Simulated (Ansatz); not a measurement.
# W3N4: the cost of one run

Program: Ansatz 0.2.0. Level of theory: DFT PBE, scalar-relativistic, plane waves, PAW. These are calculated values, not measurements.

### Step 1. Starting point

The structure is cubic, space group Pm-3m (No. 221). The conventional cell has a = 4.122 Å, b = 4.122 Å, c = 4.122 Å, α = 90.00°, β = 90.00°, γ = 90.00°. Around W (site symmetry 4/mmm) lie 6 N at 2.06 Å. Around N (site symmetry m-3m) lie 6 W at 2.06 Å. N (site symmetry 4/mmm) is surrounded by 4 W at 2.06 Å.

Coordinates:

```cif
data_structure
_symmetry_space_group_name_H-M 'P 1'
_symmetry_Int_Tables_number 1
_cell_length_a 8.2440
_cell_length_b 8.2440
_cell_length_c 8.2440
_cell_angle_alpha 90.000
_cell_angle_beta 90.000
_cell_angle_gamma 90.000
_cell_volume 560.29
loop_
_atom_site_label
_atom_site_type_symbol
_atom_site_fract_x
_atom_site_fract_y
_atom_site_fract_z
_atom_site_occupancy
W1 W 0.25000 0.25000 0.00000 1
W2 W 0.25000 0.25000 0.50000 1
W3 W 0.25000 0.75000 0.00000 1
W4 W 0.25000 0.75000 0.50000 1
W5 W 0.75000 0.25000 0.00000 1
W6 W 0.75000 0.25000 0.50000 1
W7 W 0.75000 0.75000 0.00000 1
W8 W 0.75000 0.75000 0.50000 1
W9 W 0.00000 0.25000 0.25000 1
W10 W 0.00000 0.25000 0.75000 1
W11 W 0.00000 0.75000 0.25000 1
W12 W 0.00000 0.75000 0.75000 1
W13 W 0.50000 0.25000 0.25000 1
W14 W 0.50000 0.25000 0.75000 1
W15 W 0.50000 0.75000 0.25000 1
W16 W 0.50000 0.75000 0.75000 1
W17 W 0.25000 0.00000 0.25000 1
W18 W 0.25000 0.00000 0.75000 1
W19 W 0.25000 0.50000 0.25000 1
W20 W 0.25000 0.50000 0.75000 1
W21 W 0.75000 0.00000 0.25000 1
W22 W 0.75000 0.00000 0.75000 1
W23 W 0.75000 0.50000 0.25000 1
W24 W 0.75000 0.50000 0.75000 1
N1 N 0.25000 0.25000 0.25000 1
N2 N 0.25000 0.25000 0.75000 1
N3 N 0.25000 0.75000 0.25000 1
N4 N 0.25000 0.75000 0.75000 1
N5 N 0.75000 0.25000 0.25000 1
N6 N 0.75000 0.25000 0.75000 1
N7 N 0.75000 0.75000 0.25000 1
N8 N 0.75000 0.75000 0.75000 1
N9 N 0.25000 0.00000 0.00000 1
N10 N 0.25000 0.00000 0.50000 1
N11 N 0.25000 0.50000 0.00000 1
N12 N 0.25000 0.50000 0.50000 1
N13 N 0.75000 0.00000 0.00000 1
N14 N 0.75000 0.00000 0.50000 1
N15 N 0.75000 0.50000 0.00000 1
N16 N 0.75000 0.50000 0.50000 1
N17 N 0.00000 0.25000 0.00000 1
N18 N 0.00000 0.25000 0.50000 1
N19 N 0.00000 0.75000 0.00000 1
N20 N 0.00000 0.75000 0.50000 1
N21 N 0.50000 0.25000 0.00000 1
N22 N 0.50000 0.25000 0.50000 1
N23 N 0.50000 0.75000 0.00000 1
N24 N 0.50000 0.75000 0.50000 1
N25 N 0.00000 0.00000 0.25000 1
N26 N 0.00000 0.00000 0.75000 1
N27 N 0.00000 0.50000 0.25000 1
N28 N 0.00000 0.50000 0.75000 1
N29 N 0.50000 0.00000 0.25000 1
N30 N 0.50000 0.00000 0.75000 1
N31 N 0.50000 0.50000 0.25000 1
N32 N 0.50000 0.50000 0.75000 1
```

The runs take a perfect supercell of 56 atoms; the defect goes to fractional position (0.500, 0.000, 0.000).

### Step 2. The perfect supercell

Contents of input.yaml:

```yaml
crystal:
  lattice:
    - [8.244, 0.0, 0.0]
    - [0.0, 8.244, 0.0]
    - [0.0, 0.0, 8.244]
  atoms:
    - { symbol: W, position: [0.25, 0.25, 0.0] }
    - { symbol: W, position: [0.25, 0.25, 0.5] }
    - { symbol: W, position: [0.25, 0.75, 0.0] }
    - { symbol: W, position: [0.25, 0.75, 0.5] }
    - { symbol: W, position: [0.75, 0.25, 0.0] }
    - { symbol: W, position: [0.75, 0.25, 0.5] }
    - { symbol: W, position: [0.75, 0.75, 0.0] }
    - { symbol: W, position: [0.75, 0.75, 0.5] }
    - { symbol: W, position: [0.0, 0.25, 0.25] }
    - { symbol: W, position: [0.0, 0.25, 0.75] }
    - { symbol: W, position: [0.0, 0.75, 0.25] }
    - { symbol: W, position: [0.0, 0.75, 0.75] }
    - { symbol: W, position: [0.5, 0.25, 0.25] }
    - { symbol: W, position: [0.5, 0.25, 0.75] }
    - { symbol: W, position: [0.5, 0.75, 0.25] }
    - { symbol: W, position: [0.5, 0.75, 0.75] }
    - { symbol: W, position: [0.25, 0.0, 0.25] }
    - { symbol: W, position: [0.25, 0.0, 0.75] }
    - { symbol: W, position: [0.25, 0.5, 0.25] }
    - { symbol: W, position: [0.25, 0.5, 0.75] }
    - { symbol: W, position: [0.75, 0.0, 0.25] }
    - { symbol: W, position: [0.75, 0.0, 0.75] }
    - { symbol: W, position: [0.75, 0.5, 0.25] }
    - { symbol: W, position: [0.75, 0.5, 0.75] }
    - { symbol: "N", position: [0.25, 0.25, 0.25] }
    - { symbol: "N", position: [0.25, 0.25, 0.75] }
    - { symbol: "N", position: [0.25, 0.75, 0.25] }
    - { symbol: "N", position: [0.25, 0.75, 0.75] }
    - { symbol: "N", position: [0.75, 0.25, 0.25] }
    - { symbol: "N", position: [0.75, 0.25, 0.75] }
    - { symbol: "N", position: [0.75, 0.75, 0.25] }
    - { symbol: "N", position: [0.75, 0.75, 0.75] }
    - { symbol: "N", position: [0.25, 0.0, 0.0] }
    - { symbol: "N", position: [0.25, 0.0, 0.5] }
    - { symbol: "N", position: [0.25, 0.5, 0.0] }
    - { symbol: "N", position: [0.25, 0.5, 0.5] }
    - { symbol: "N", position: [0.75, 0.0, 0.0] }
    - { symbol: "N", position: [0.75, 0.0, 0.5] }
    - { symbol: "N", position: [0.75, 0.5, 0.0] }
    - { symbol: "N", position: [0.75, 0.5, 0.5] }
    - { symbol: "N", position: [0.0, 0.25, 0.0] }
    - { symbol: "N", position: [0.0, 0.25, 0.5] }
    - { symbol: "N", position: [0.0, 0.75, 0.0] }
    - { symbol: "N", position: [0.0, 0.75, 0.5] }
    - { symbol: "N", position: [0.5, 0.25, 0.0] }
    - { symbol: "N", position: [0.5, 0.25, 0.5] }
    - { symbol: "N", position: [0.5, 0.75, 0.0] }
    - { symbol: "N", position: [0.5, 0.75, 0.5] }
    - { symbol: "N", position: [0.0, 0.0, 0.25] }
    - { symbol: "N", position: [0.0, 0.0, 0.75] }
    - { symbol: "N", position: [0.0, 0.5, 0.25] }
    - { symbol: "N", position: [0.0, 0.5, 0.75] }
    - { symbol: "N", position: [0.5, 0.0, 0.25] }
    - { symbol: "N", position: [0.5, 0.0, 0.75] }
    - { symbol: "N", position: [0.5, 0.5, 0.25] }
    - { symbol: "N", position: [0.5, 0.5, 0.75] }
basis:
  ecutwfc: 420
  fft_grid_basis: typed
kpoints:
  mp_grid: { grid: [2, 2, 2] }
hamiltonian:
  xc: pbe
  pseudopotentials: { kind: paw }
scf:
  occupations: { method: gaussian, width: 0.05 }
output:
  forces: true
  stress: false
  eigenvalues: true
  bader: false
  write_density: true
  volumetric_format: npy
```

On the command line:

```console
$ ansatz run input.yaml --threads 8 --pin off --max-ram 16384MiB --backend cpu --events-out ev --progress --plain --runs-dir out
```

What time and memory should one allow on 8 threads of Arm Neoverse N1, shared host?

About 14 s, with a peak of 3.1 GiB.
